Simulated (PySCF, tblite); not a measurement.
# C3H8B3N3: geometry, infrared bands and NMR shifts

Aim: predict the infrared bands and NMR shifts of C3H8B3N3 (`C#CB1NBNBN1C`).

Computed with tblite 0.8.0 and PySCF 2.14.0, with density-fitted response routines of our own, on a single molecule in the gas phase. Atoms are numbered from 0 throughout.

### Step 1. The molecule as given

17 atoms, charge 0, multiplicity 1; geometry from: force field or distance geometry start.

Bonds of the start (Å): C0–C1 1.23, C1–B2 1.53, B2–N3 1.53, N3–B4 1.51, B4–N5 1.54, N5–B6 1.52, B6–N7 1.52, N7–C8 1.45, N7–B2 1.51, C0–H9 1.05, N3–H10 1.03, B4–H11 1.19, N5–H12 1.02, B6–H13 1.19, C8–H14 1.10, C8–H15 1.14, C8–H16 1.11.

### Step 2. Relaxing the molecule with GFN2-xTB

The job: settings as JSON, then the geometry in Å.

```
{"job": {"kind": "relax", "xc": "GFN2-xTB", "basis": "xTB"}, "charge": 0, "multiplicity": 1}
C      3.441100    -0.142800     0.121000
C      2.222300    -0.248400     0.258400
B      0.713100    -0.421000     0.457100
N      0.117200    -1.769600     0.045500
B     -1.359100    -1.883000     0.345200
N     -2.167600    -0.585200     0.130500
B     -1.583100     0.388900     1.139700
N     -0.106400     0.713000     1.015000
C     -0.038400     1.936800     0.236400
H      4.483100    -0.048200     0.015100
H      0.315500    -1.862000    -0.962600
H     -1.844400    -2.959800     0.214300
H     -1.959900    -0.227000    -0.797100
H     -1.998400     0.304900     2.248400
H      0.908400     2.471900     0.412700
H     -0.919200     2.559400     0.603000
H     -0.231300     1.784100    -0.843100
```

Command:

```console
$ OMP_NUM_THREADS=1 python probes_run.py task.json out
```

The driver reads the jobs from task.json and runs them one after another.

**Question.** This job is followed by: GFN2-xTB harmonic vibrations, gas phase; GIAO PBE0/pcSseg-1 NMR shielding, non-relativistic, gas phase. What will the session give for the following? strongest single infrared mode (GFN2-xTB); zero-point energy (GFN2-xTB); ¹³C shifts against TMS (PBE0/pcSseg-1); ¹H shifts against TMS (PBE0/pcSseg-1, means over atoms taken as alike); ¹¹B shifts against BF3·OEt2 (PBE0/pcSseg-1); ¹⁵N shifts against NH3 (PBE0/pcSseg-1); surface potential, 1st and 99th percentile.

As calculated:

| quantity | value |
| --- | --- |
| strongest single infrared mode (GFN2-xTB) | 1411 cm⁻¹, 630 km/mol |
| zero-point energy (GFN2-xTB) | 79.4 kcal/mol |
| ¹³C shifts against TMS (PBE0/pcSseg-1) | 102.4, 92.0, 40.9 ppm |
| ¹H shifts against TMS (PBE0/pcSseg-1, means over atoms taken as alike) | 6.03, 5.92, 4.88, 4.67, 3.57, 2.40 ppm |
| ¹¹B shifts against BF3·OEt2 (PBE0/pcSseg-1) | 28.3, 25.4, 21.4 ppm |
| ¹⁵N shifts against NH3 (PBE0/pcSseg-1) | 148.2, 146.6, 145.8 ppm |
| surface potential, 1st and 99th percentile | -0.78 V and 1.56 V |

Over 91 steps the energy fell by 4.601 eV; of the close pairs, B4–N5 changed most, 1.544 to 1.416 Å. The lowest mode is imaginary (34i cm⁻¹), so the xTB geometry is not a minimum. The strongest single mode, at 1411 cm⁻¹, is spread over many atoms; the largest shares are those of N3, B6. Unscaled tight-binding wavenumbers are off by several per cent, some by more. Its intensities can rank the bands wrongly. By nearest atom (PBE0/pcSseg-1), the HOMO sits on N7 40 %; N5 13 % and the LUMO on B2 28 %; C0 22 %.
